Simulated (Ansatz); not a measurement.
# BrH₆NSi₂: small, medium and large basis sets

How large a basis does BrH₆NSi₂ need? Two functionals are run in growing sets.

Computed with Ansatz 0.2.0, Gaussian basis. Level: one geometry, several basis sets.

Plan: PBE0-D4/def2-SVP; ωB97M-V/def2-SVP; PBE0-D4/def2-QZVPP; ωB97M-V/def2-QZVPP; the functionals' def2-TZVPP values are taken from earlier runs.

### 1 Structure used throughout

An earlier PBE0-D4 in a triple-zeta def2 set relaxation fixed the geometry.

SMILES `[SiH3]N[SiH2]Br`, 10 atoms, charge 0, spin multiplicity 1.

Atoms are counted from 1 here; the program's logs count them from 0.

Bond lengths: Si1–N2 1.735 Å, Si1–H5 1.483 Å, Si1–H6 1.487 Å, Si1–H7 1.486 Å, N2–Si3 1.708 Å, N2–H8 1.011 Å, Si3–Br4 2.235 Å, Si3–H9 1.477 Å, Si3–H10 1.479 Å. Angles: N2–Si1–H5 106.5°, N2–Si1–H6 112.3°, N2–Si1–H7 110.3°, H5–Si1–H6 109.5°, H5–Si1–H7 110.2°, H6–Si1–H7 108.0°, Si1–N2–Si3 127.2°, Si1–N2–H8 116.1°, Si3–N2–H8 115.3°, N2–Si3–Br4 113.3°, N2–Si3–H9 109.0°, N2–Si3–H10 109.7°, Br4–Si3–H9 106.1°, Br4–Si3–H10 105.8°, H9–Si3–H10 113.1°.

### 2 PBE0-D4 in def2-SVP

File in.yaml:

```yaml
crystal:
  periodic: [false, false, false]
  atoms:
    - {symbol: Si, position_ang: [-0.565706, 1.362390, 0.546143]}
    - {symbol: N, position_ang: [0.210425, -0.187014, 0.626384]}
    - {symbol: Si, position_ang: [0.688592, -1.171633, -0.685144]}
    - {symbol: Br, position_ang: [-0.974321, -2.416415, -1.510143]}
    - {symbol: H, position_ang: [-0.407217, 1.842148, -0.848293]}
    - {symbol: H, position_ang: [-2.011510, 1.288564, 0.884922]}
    - {symbol: H, position_ang: [0.078545, 2.310546, 1.492057]}
    - {symbol: H, position_ang: [0.199387, -0.643818, 1.528467]}
    - {symbol: H, position_ang: [1.141233, -0.307048, -1.794291]}
    - {symbol: H, position_ang: [1.723672, -2.128919, -0.237304]}
basis:
  gaussian: {orbitals: def2-SVP}
hamiltonian: {xc: pbe0, dispersion: d4}
output: {orbitals: {seedname: orbitals}}
```

Further steps of the session: ωB97M-V in def2-SVP; PBE0-D4 in def2-QZVPP; ωB97M-V in def2-QZVPP.

**Question.** What will the summary of the whole plan be? Wanted: PBE0-D4: double and triple zeta above quadruple; ωB97M-V: double and triple zeta above quadruple.

As calculated:

| quantity | value |
| --- | --- |
| PBE0-D4: double and triple zeta above quadruple | 18.14, 2.08 eV |
| ωB97M-V: double and triple zeta above quadruple | 18.12, 1.98 eV |

PBE0-D4 gains 16.06 eV from double to triple zeta, then 2.08 eV more. Total energies overstate the basis error of differences, where much of it tends to cancel. The LUMO of ωB97M-V is positive and keeps falling with the basis (2.18 to 1.11 eV): an unbound level that the basis holds in place.
